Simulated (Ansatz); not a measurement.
# BClF2 (SMILES FB(F)Cl): functionals against CCSD(T) at one geometry

The task here is to estimate one member of a computed series from the others.

The runs use Ansatz 0.2.0, Gaussian basis; single points in def2-TZVPP.

Correlated methods freeze the cores.

**Starting geometry**

SMILES `FB(F)Cl`, 4 atoms, charge 0, spin multiplicity 1.

Atoms are counted from 1 here; the program's logs count them from 0.

Bond lengths: F1–B2 1.331 Å, B2–F3 1.302 Å, B2–Cl4 1.676 Å. Angles: F1–B2–F3 116.3°, F1–B2–Cl4 121.3°, F3–B2–Cl4 122.4°.

Coordinates:

```xyz
4

F    -0.18650   -1.24610   -0.54110
B    -0.04310   -0.01930   -0.04650
F    -0.99330    0.82760   -0.32080
Cl    1.27830    0.38860    0.90000
```

Set-up of the first run:

Input file run/in.yaml:

```yaml
crystal:
  periodic: [false, false, false]
  atoms:
    - {symbol: F, position_ang: [-0.186500, -1.246100, -0.541100]}
    - {symbol: B, position_ang: [-0.043100, -0.019300, -0.046500]}
    - {symbol: F, position_ang: [-0.993300, 0.827600, -0.320800]}
    - {symbol: Cl, position_ang: [1.278300, 0.388600, 0.900000]}
basis:
  gaussian: {orbitals: def2-TZVPP}
correlation: {method: ccsd_t}
output: {forces: true}
```

The command line of these runs was not kept.

Among the steps run: CCSD(T)/def2-TZVPP; PBE0-D4/def2-TZVPP; wB97M-V/def2-TZVPP; r2SCAN-D4/def2-TZVPP; PBE-D4/def2-TZVPP; CAM-B3LYP-D4/def2-TZVPP; r2SCAN0-D4/def2-TZVPP.

One of the session's tables, all rows but one given; the rest of the session is left out.

```
      method  RMS force component (eV/Å)  angle to CCSD(T) forces (°)  dipole (D)
     CCSD(T)                       0.877                    reference        0.74
     PBE0-D4                       0.835                          6.1        0.71
     wB97M-V                       0.850                          1.4        0.70
   r2SCAN-D4                           ?                            ?           ?
      PBE-D4                       0.874                         16.6        0.64
CAM-B3LYP-D4                       0.830                          6.4        0.73
  r2SCAN0-D4                       0.864                         15.6        0.72
```

Q: Estimate the row for r2SCAN-D4 from the others.

The run gave: RMS force component (eV/Å): 0.833; angle to CCSD(T) forces (°): 0.7; dipole (D): 0.66. In the column «RMS force component (eV/Å)» it lies between CAM-B3LYP-D4 (0.830) and PBE0-D4 (0.835).
